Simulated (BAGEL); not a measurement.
# BHBr (SMILES [BH]Br): ROHF/6-31G(d) (density fitting with qzvpp-jkfit, spherical functions)

What is the energy change on altering one bond length of BHBr at ROHF/6-31G* (density fitting with qzvpp-jkfit, spherical functions)? 

The calculation is run with BAGEL 1.2.2.

1 further run of the same task is left out (set aside as unsound or not needed).

**1. The structure to begin with**

BHBr: 3 atoms, total charge 0, spin state doublet. SMILES: `[BH]Br`. The coordinates come from a PBE0-D4/def2-TZVP relaxation.

Bond lengths: B1–Br2 1.868 Å, B1–H3 1.193 Å. Angles: Br2–B1–H3 123.6°.

**2. A single-point energy at ROHF/6-31G(d) (density fitting with qzvpp-jkfit, spherical functions)**

The input, hf.json:

```json
{ "bagel": [

{
  "title": "molecule",
  "basis": "6-31gs.json",
  "df_basis": "qzvpp-jkfit",
  "angstrom": true,
  "geometry": [
    { "atom": "B", "xyz": [   -0.094500,   -0.523000,   -0.115700 ] },
    { "atom": "Br", "xyz": [    1.181000,    0.563200,    0.709800 ] },
    { "atom": "H", "xyz": [   -1.097400,   -0.105000,   -0.607300 ] }
  ]
},
{ "title": "rohf", "nopen": 1 },
{ "title": "print", "file": "orbitals.molden", "orbitals": true }

]}
```

The basis set 6-31G* is read from a file made from the Basis Set Exchange's data (not shown).

On the command line:

```bash
$ BAGEL_NUM_THREADS=1 BAGEL hf.json > hf.out
```

Standard output:

```text
* using 1 threads per process

  ===============================================================
  ===============================================================

  *** Geometry ***

  { "atom" : "B", "xyz" : [     -0.178579,     -0.988327,     -0.218641 ] },
  { "atom" : "Br", "xyz" : [      2.231767,      1.064294,      1.341328 ] },
  { "atom" : "H", "xyz" : [     -2.073785,     -0.198421,     -1.147631 ] },

  Number of auxiliary basis functions:      359

  Since a DF basis is specified, we compute 2- and 3-index integrals:
    o Being stored without compression. Storage requirement is 0.007 GB

  Number of basis functions:       48
  Number of electrons      :       41

    * METHOD: MOLECULE                             0.11

  *** Open-shell HF ***

  === Nuclear Repulsion ===
    58.6237283535

      * DIIS with orbital gradients will be used.

  === ROHF iteration (6-31gs.json) ===
      0      -2597.28262538          0.01725512           0.04
      1      -2597.31344192          0.00802716           0.04
      2      -2597.32063296          0.00423782           0.04
      3      -2597.32252558          0.00186400           0.04
      4      -2597.32330854          0.00034077           0.04
      5      -2597.32347833          0.00011899           0.04
      6      -2597.32349397          0.00003553           0.04
      7      -2597.32349801          0.00001357           0.04
      8      -2597.32349913          0.00000543           0.04
      9      -2597.32349951          0.00000136           0.04
     10      -2597.32349945          0.00000049           0.04
     11      -2597.32349942          0.00000011           0.04
     12      -2597.32349939          0.00000005           0.04
     13      -2597.32349939          0.00000002           0.04
     14      -2597.32349938          0.00000001           0.04
    * SCF iteration converged.

    * S^2 (ROHF) is 0.7500

    * Permanent dipole moment:
           (    0.250162,     0.071422,     0.144373) a.u.

    * METHOD: ROHF                                 0.70

    * METHOD: PRINT                                0.01

  ===============================================================
```

It took 0.95 s on 1 thread of Arm Neoverse V1, shared host; peak memory 0.082 GiB.

**3. The distorted shape, same level**

The input, input.json:

```json
{ "bagel" : [

{
  "title" : "molecule",
  "basis" : "6-31gs.json",
  "df_basis" : "qzvpp-jkfit",
  "angstrom" : true,
  "geometry" : [
    { "atom" : "B", "xyz" : [   -0.477172,   -0.848879,   -0.363364 ] },
    { "atom" : "Br", "xyz" : [    1.181000,    0.563200,    0.709800 ] },
    { "atom" : "H", "xyz" : [   -1.480072,   -0.430879,   -0.854964 ] }
  ]
},
{
  "title" : "rohf",
  "nopen" : 1
},
{
  "title" : "print",
  "file" : "orbitals.molden",
  "orbitals" : true
}

]}
```

The basis set 6-31G* is read from a file made from the Basis Set Exchange's data (not shown).

On the command line:

```bash
$ BAGEL_NUM_THREADS=1 BAGEL input.json > input.out
```

Standard output:

```text
* using 1 threads per process

  ===============================================================
  ===============================================================

  *** Geometry ***

  { "atom" : "B", "xyz" : [     -0.901724,     -1.604149,     -0.686658 ] },
  { "atom" : "Br", "xyz" : [      2.231767,      1.064294,      1.341328 ] },
  { "atom" : "H", "xyz" : [     -2.796931,     -0.814243,     -1.615648 ] },

  Number of auxiliary basis functions:      359

  Since a DF basis is specified, we compute 2- and 3-index integrals:
    o Being stored without compression. Storage requirement is 0.007 GB

  Number of basis functions:       48
  Number of electrons      :       41

    * METHOD: MOLECULE                             0.11

  *** Open-shell HF ***

  === Nuclear Repulsion ===
    46.0704031291

      * DIIS with orbital gradients will be used.

  === ROHF iteration (6-31gs.json) ===
      0      -2597.18805511          0.02364212           0.04
      1      -2597.24702188          0.01526592           0.04
      2      -2597.26434754          0.00934041           0.04
      3      -2597.27050026          0.00276714           0.04
      4      -2597.27308477          0.00110661           0.04
      5      -2597.27375876          0.00045528           0.04
      6      -2597.27395149          0.00017047           0.04
      7      -2597.27398593          0.00005848           0.04
      8      -2597.27400068          0.00003027           0.04
      9      -2597.27400309          0.00001092           0.04
     10      -2597.27400178          0.00000371           0.04
     11      -2597.27400102          0.00000111           0.04
     12      -2597.27400081          0.00000040           0.04
     13      -2597.27400077          0.00000019           0.04
     14      -2597.27400076          0.00000011           0.04
     15      -2597.27400077          0.00000005           0.04
     16      -2597.27400077          0.00000002           0.04
     17      -2597.27400077          0.00000001           0.04
    * SCF iteration converged.

    * S^2 (ROHF) is 0.7500

    * Permanent dipole moment:
           (    1.073788,     0.713965,     0.670137) a.u.

    * METHOD: ROHF                                 0.87

    * METHOD: PRINT                                0.01

  ===============================================================
```

It took 1.1 s on 1 thread of Arm Neoverse V1, shared host; peak memory 0.082 GiB.

**4. Results**

Level: ROHF/6-31G* (density fitting with qzvpp-jkfit, spherical functions).

| quantity | value |
| --- | --- |
| first shape: total energy | -2597.32350 Eh |
| first shape: dipole moment | 0.76 D |
| first shape: ⟨S²⟩ | 0.750 |
| distorted shape: total energy | -2597.27400 Eh |
| distorted shape: dipole moment | 3.69 D |
| distorted shape: ⟨S²⟩ | 0.750 |
| energy change with the B1–Br2 bond stretched from 1.868 to 2.428 Å | 1.347 eV |

With the B1–Br2 bond stretched from 1.868 to 2.428 Å the energy rises by 1.35 eV (31 kcal/mol). The first shape isn't relaxed at this level, so the change isn't measured from a minimum.
